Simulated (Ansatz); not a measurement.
# C2H7B: the cost of one run

Program: Ansatz 0.2.0, Gaussian basis. Level of theory: PBE0-D4/def2-TZVP structures, single points in def2-TZVPP, no counterpoise correction. These are calculated values, not measurements.

Levels: SPW92, PBE-D4, BLYP-D4, r2SCAN-D4, B97M-V, PBE0-D4, B3LYP-D4, r2SCAN0-D4, BHLYP-D4, CAM-B3LYP-D4, wB97X-V, wB97M-V, B2PLYP, PBE-QIDH, RPA on PBE, Hartree-Fock, MP2, CCSD, CCSD(T).

Correlated methods freeze the cores. B3LYP uses VWN-RPA correlation. B2PLYP carries no dispersion term here.

94 further runs of the same task are left out: 94 set aside as unsound or not needed.

### 1 Starting geometry

The complex: 18 atoms, charge 0, spin multiplicity 1.

Atoms are counted from 1 here; the program's logs count them from 0.

Bond lengths: B1–C3 1.564 Å, B1–C4 1.564 Å, B1–H6 1.204 Å, C2–Si5 1.867 Å, C2–H10 1.092 Å, C2–H11 1.092 Å, C2–H12 1.092 Å, C3–H13 1.093 Å, C3–H14 1.101 Å, C3–H15 1.092 Å, C4–H16 1.093 Å, C4–H17 1.093 Å, C4–H18 1.101 Å, Si5–H7 1.494 Å, Si5–H8 1.488 Å, Si5–H9 1.487 Å. Angles: C3–B1–C4 122.9°, C3–B1–H6 118.2°, C4–B1–H6 117.9°, Si5–C2–H10 110.5°, Si5–C2–H11 110.9°, Si5–C2–H12 110.7°, H10–C2–H11 108.2°, H10–C2–H12 108.2°, H11–C2–H12 108.2°, B1–C3–H13 115.0°, B1–C3–H14 105.6°, B1–C3–H15 113.9°, H13–C3–H14 106.6°, H13–C3–H15 109.6°, H14–C3–H15 105.4°, B1–C4–H16 113.9°, B1–C4–H17 115.3°, B1–C4–H18 105.5° and more.

As a file:

```xyz
18
C3H13BSi
B    -1.3876   -0.4937    0.6896
C     1.7310    0.9234   -1.0900
C    -1.9119    0.7211   -0.1439
C    -0.8495   -1.8074    0.0324
Si    1.8551    0.4878    0.7215
H    -1.5861   -0.4973    1.8770
H     0.5008    0.4202    1.3490
H     2.6316    1.5181    1.4626
H     2.5075   -0.8340    0.9165
H     2.7259    0.9973   -1.5351
H     1.1690    0.1629   -1.6356
H     1.2259    1.8824   -1.2233
H    -1.4885    0.8098   -1.1473
H    -2.9917    0.5477   -0.2724
H    -1.8314    1.6798    0.3733
H    -0.1157   -2.3398    0.6423
H    -0.4669   -1.6968   -0.9855
H    -1.7176   -2.4819   -0.0310
```

Its parts: C₂H₇B holds atoms 1, 3, 4, 6, 13, 14, 15, 16, 17, 18; CH₆Si holds atoms 2, 5, 7, 8, 9, 10, 11, 12. Each part counts its atoms afresh in its own runs.

### 2 Relaxing C₂H₇B alone

relax-a/in.yaml

```yaml
crystal:
  periodic: [false, false, false]
  atoms:
    - {symbol: B, position_ang: [-1.387616, -0.493715, 0.689567]}
    - {symbol: C, position_ang: [-1.911889, 0.721094, -0.143934]}
    - {symbol: C, position_ang: [-0.849452, -1.807434, 0.032359]}
    - {symbol: H, position_ang: [-1.586107, -0.497258, 1.877000]}
    - {symbol: H, position_ang: [-1.488485, 0.809838, -1.147259]}
    - {symbol: H, position_ang: [-2.991748, 0.547674, -0.272391]}
    - {symbol: H, position_ang: [-1.831387, 1.679843, 0.373283]}
    - {symbol: H, position_ang: [-0.115707, -2.339754, 0.642317]}
    - {symbol: H, position_ang: [-0.466936, -1.696751, -0.985468]}
    - {symbol: H, position_ang: [-1.717639, -2.481875, -0.031016]}
basis:
  gaussian: {orbitals: def2-TZVP}
hamiltonian: {xc: pbe0, dispersion: d4}
relax: {f_tol: 0.005, max_steps: 200}
```

Launch:

```console
ansatz run in.yaml --threads 4 --pin off --events-out ev --progress --plain --max-ram 66560MiB --backend cpu
```

**Question.** How long does this run take on 4 threads of AMD EPYC 7R13, shared host?

About 33 s.
